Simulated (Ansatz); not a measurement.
**C3H8Sn: small, medium and large basis sets**

One table from this session's results is given with a row withheld; the runs are named, their logs left out.

Method: one geometry, several basis sets; program: Ansatz 0.2.0, Gaussian basis.

Levels to be run: PBE0-D4/def2-SVP; ωB97M-V/def2-SVP; PBE0-D4/def2-QZVPP; ωB97M-V/def2-QZVPP; the functionals' def2-TZVPP values are taken from earlier runs.

**The geometry**

All runs share one geometry, relaxed beforehand with PBE0-D4 in a triple-zeta def2 set. Sn takes the def2 core potential; no spin-orbit term is included.

SMILES `C=C[CH2][SnH3]`, 12 atoms, charge 0, spin multiplicity 1.

Atoms are counted from 1 here; the program's logs count them from 0.

Bond lengths: C1–C2 1.329 Å, C1–H5 1.086 Å, C1–H6 1.083 Å, C2–C3 1.481 Å, C2–H7 1.089 Å, C3–Sn4 2.165 Å, C3–H8 1.092 Å, C3–H9 1.092 Å, Sn4–H10 1.707 Å, Sn4–H11 1.709 Å, Sn4–H12 1.711 Å. Angles: C2–C1–H5 121.5°, C2–C1–H6 121.4°, H5–C1–H6 117.1°, C1–C2–C3 125.6°, C1–C2–H7 118.4°, C3–C2–H7 115.9°, C2–C3–Sn4 110.4°, C2–C3–H8 111.9°, C2–C3–H9 111.9°, Sn4–C3–H8 106.6°, Sn4–C3–H9 107.2°, H8–C3–H9 108.5°, C3–Sn4–H10 108.6°, C3–Sn4–H11 109.2°, C3–Sn4–H12 110.4°, H10–Sn4–H11 109.5°, H10–Sn4–H12 109.8°, H11–Sn4–H12 109.3°.

Geometry (Å):

```mol
C3H8Sn
  3D, bonds by distance, orders not assigned

 12 11  0  0  0  0  0  0  0  0999 V2000
   -0.3075    2.0713   -0.1239 C   0  0
   -0.3699    0.9525    0.5908 C   0  0
    0.6548   -0.1163    0.6120 C   0  0
    0.0031   -1.8110   -0.5667 Sn  0  0
    0.5501    2.2979   -0.7502 H   0  0
   -1.1116    2.7969   -0.1066 H   0  0
   -1.2561    0.7750    1.1984 H   0  0
    0.8341   -0.4895    1.6229 H   0  0
    1.6050    0.2220    0.1941 H   0  0
   -0.0828   -1.3357   -2.2040 H   0  0
   -1.5433   -2.3056   -0.0339 H   0  0
    1.1009   -3.1125   -0.3990 H   0  0
  1  2  8  0
  2  3  8  0
  3  4  8  0
  1  5  8  0
  1  6  8  0
  2  7  8  0
  3  8  8  0
  3  9  8  0
  4 10  8  0
  4 11  8  0
  4 12  8  0
M  END
```

Set-up of the first run:

The input, in.yaml:

```yaml
crystal:
  periodic: [false, false, false]
  atoms:
    - {symbol: C, position_ang: [-0.307454, 2.071276, -0.123933]}
    - {symbol: C, position_ang: [-0.369888, 0.952460, 0.590785]}
    - {symbol: C, position_ang: [0.654794, -0.116336, 0.612008]}
    - {symbol: Sn, position_ang: [0.003122, -1.810965, -0.566719]}
    - {symbol: H, position_ang: [0.550121, 2.297939, -0.750202]}
    - {symbol: H, position_ang: [-1.111564, 2.796851, -0.106551]}
    - {symbol: H, position_ang: [-1.256051, 0.774970, 1.198420]}
    - {symbol: H, position_ang: [0.834075, -0.489458, 1.622904]}
    - {symbol: H, position_ang: [1.605019, 0.221950, 0.194068]}
    - {symbol: H, position_ang: [-0.082772, -1.335745, -2.203985]}
    - {symbol: H, position_ang: [-1.543335, -2.305566, -0.033905]}
    - {symbol: H, position_ang: [1.100934, -3.112476, -0.398989]}
basis:
  gaussian: {orbitals: def2-SVP}
hamiltonian: {xc: pbe0, dispersion: d4}
output: {orbitals: {seedname: orbitals}}
```

Launch:

```console
> ansatz run in.yaml --threads 2 --pin off --events-out ev --progress --plain --max-ram 32768MiB --backend cpu
```

Among the steps run: PBE0-D4 in def2-SVP; ωB97M-V in def2-SVP; PBE0-D4 in def2-QZVPP; ωB97M-V in def2-QZVPP.

One of the session's tables, all rows but one given; the rest of the session is left out.

It belongs to the step «Density functionals: the series». 

```
functional       basis  HOMO (eV)  LUMO (eV)
   PBE0-D4    def2-SVP      -6.83       0.13
   PBE0-D4  def2-TZVPP      -6.87      -0.13
   PBE0-D4  def2-QZVPP          ?          ?
   ωB97M-V    def2-SVP      -8.94       2.07
   ωB97M-V  def2-TZVPP      -9.00       1.45
   ωB97M-V  def2-QZVPP      -9.00       1.15
```

Estimate the missing values for PBE0-D4, def2-QZVPP.

**Answer.** HOMO (eV): -6.88; LUMO (eV): -0.20. In the column «HOMO (eV)» it lies between ωB97M-V, def2-SVP (-8.94) and PBE0-D4, def2-TZVPP (-6.87).
